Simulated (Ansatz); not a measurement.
# Zr3SnO8: the cost of one run

Program: Ansatz 0.2.0. PAW datasets, plane waves. No spin polarisation. The prototype was imposed, so other structures may be more stable.

## Step 1: The structure to begin with

The cell was relaxed beforehand with r2SCAN.

The symmetry is Cmmm (No. 65, orthorhombic); a = 6.831 Å, b = 6.872 Å, c = 6.489 Å in the conventional setting, 12.69 Å³ an atom. Sn has 6 O at 2.07–2.08 Å; Zr has 6 O at 2.10 Å; O has 1 Sn at 2.07 Å and 2 Zr at 2.10 Å; O has 1 Sn at 2.08 Å and 2 Zr at 2.10–2.12 Å; Zr has 6 O at 2.09–2.12 Å.

Structure file:

```
Sn Zr O
1.0
     3.41561   -3.43593    0.00000
     3.41561    3.43593    0.00000
     0.00000    0.00000    6.48950
Sn Zr O
1 3 8
Direct
  0.50000 0.50000 0.00000
  0.00000 0.00000 0.75127
  0.50000 0.50000 0.50000
  0.00000 0.00000 0.24873
  0.19737 0.19737 0.00000
  0.80263 0.80263 0.00000
  0.69372 0.30628 0.75364
  0.30628 0.69372 0.75364
  0.19376 0.19376 0.50000
  0.80624 0.80624 0.50000
  0.69372 0.30628 0.24636
  0.30628 0.69372 0.24636
```

## Step 2: PBE band path

Contents of input.yaml:

```yaml
crystal:
  lattice:
    - [3.4156116039, -3.4359306639, 0.0]
    - [3.4156116039, 3.4359306639, 0.0]
    - [0.0, 0.0, 6.4894971497]
  atoms:
    - { symbol: Sn, position: [0.5, 0.5, 0.0] }
    - { symbol: Zr, position: [0.0, 0.0, 0.7512738468] }
    - { symbol: O, position: [0.1973704825, 0.1973704825, 0.0] }
    - { symbol: O, position: [0.8026295175, 0.8026295175, 0.0] }
    - { symbol: O, position: [0.6937218247, 0.3062781753, 0.7536372964] }
    - { symbol: O, position: [0.3062781753, 0.6937218247, 0.7536372964] }
    - { symbol: Zr, position: [0.5, 0.5, 0.5] }
    - { symbol: Zr, position: [0.0, 0.0, 0.2487261532] }
    - { symbol: O, position: [0.1937581546, 0.1937581546, 0.5] }
    - { symbol: O, position: [0.8062418454, 0.8062418454, 0.5] }
    - { symbol: O, position: [0.6937218247, 0.3062781753, 0.2463627036] }
    - { symbol: O, position: [0.3062781753, 0.6937218247, 0.2463627036] }
kpoints:
  mp_grid: { grid: [6, 6, 4] }
  band_path:
    path:
      - [[0.0, 0.0, 0.0], [-0.5, 0.5, 2.339802374608e-35], [-0.4970518934205, 0.5029481065795, 2.249609126457e-35]]
      - [[0.4970518934205, 0.4970518934205, -1.520661602919e-34], [0.0, 0.0, 0.0], [-1.470480463607e-51, 1.568842270413e-51, 0.5], [0.4970518934205, 0.4970518934205, 0.5]]
      - [[-0.4970518934205, 0.5029481065795, 0.5], [-0.5, 0.5, 0.5], [-0.5, 0.5, 2.339802374608e-35]]
      - [[0.0, 0.0, 0.0], [1.061112426818e-17, 0.5, -6.478503451365e-35], [1.061112426818e-17, 0.5, 0.5], [-1.470480463607e-51, 1.568842270413e-51, 0.5], [-0.5, 0.5, 0.5]]
    npoints: 10
hamiltonian:
  xc: pbe
scf:
  occupations: { method: fermi_dirac, width: 0.02 }
  n_extra_bands: 7
output:
  forces: true
  stress: true
  eigenvalues: true
```

Q: Estimate wall time and peak memory on 1 × NVIDIA H100 80GB HBM3 with 2 threads of AMD EPYC 7R13 (Zen 3), shared host.

About 8.6 s, with a peak of 1.2 GiB on the host.
